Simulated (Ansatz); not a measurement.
Working through an active-space calculation of Br2

Program: Ansatz 0.2.0, Python API.

The cells in order, each with its output:

In [1]:
```python
import ansatz
from ase import Atoms
```

In [2]:
```python
atoms = Atoms(["Br", "Br"], positions=[
    (0.97312, -0.32544, 0.49859),
    (-0.97312, 0.32544, -0.49859),
])
system = ansatz.Crystal.molecule_from_ase(atoms)
```

In [3]:
```python
setup = (
    system.calculation()
    .basis(gaussian="def2-SVP")
    .correlation(active_electrons=6, active_orbitals=6)
)
for method in [None, "sc_nevpt2"]:
    data = (setup if method is None else setup.correlation(method)).run(threads=1).report
    space = data["configurations"]
    state = space["states"][0]
    print(method or "casscf", f"total {data['free_energy_ev'] / 27.211386246:.6f} Ha, active-space state {state['energy']['hartree']:.6f} Ha, mean field {data['reference_energy_ev'] / 27.211386246:.6f} Ha")
    print("  determinants", state["n_determinants"], " natural occupations", [round(n, 3) for n in space["natural_occupations"]])
print("effectively unpaired electrons, sum of min(n, 2 - n):", round(sum(min(n, 2 - n) for n in space["natural_occupations"]), 3))
```
```text
casscf total -5144.231057 Ha, active-space state -5144.231057 Ha, mean field -5144.184892 Ha
  determinants 400  natural occupations [1.992, 1.983, 1.943, 0.06, 0.012, 0.01]
sc_nevpt2 total -5144.646042 Ha, active-space state -5144.230917 Ha, mean field -5144.184892 Ha
  determinants 208  natural occupations [1.992, 1.982, 1.943, 0.06, 0.012, 0.01]
effectively unpaired electrons, sum of min(n, 2 - n): 0.164
```

Notes:
- Total energies depend on the basis set; only differences at equal settings carry meaning.
- The geometry is a force-field or estimated start, not a minimum of this method, and the basis set is short of its limit. The active space starts as a window about the frontier orbitals and is then optimised, not chosen by chemistry.
- It ran for 31 s on 1 thread of Arm Neoverse V2, on a shared host, peak memory 0.25 GiB.
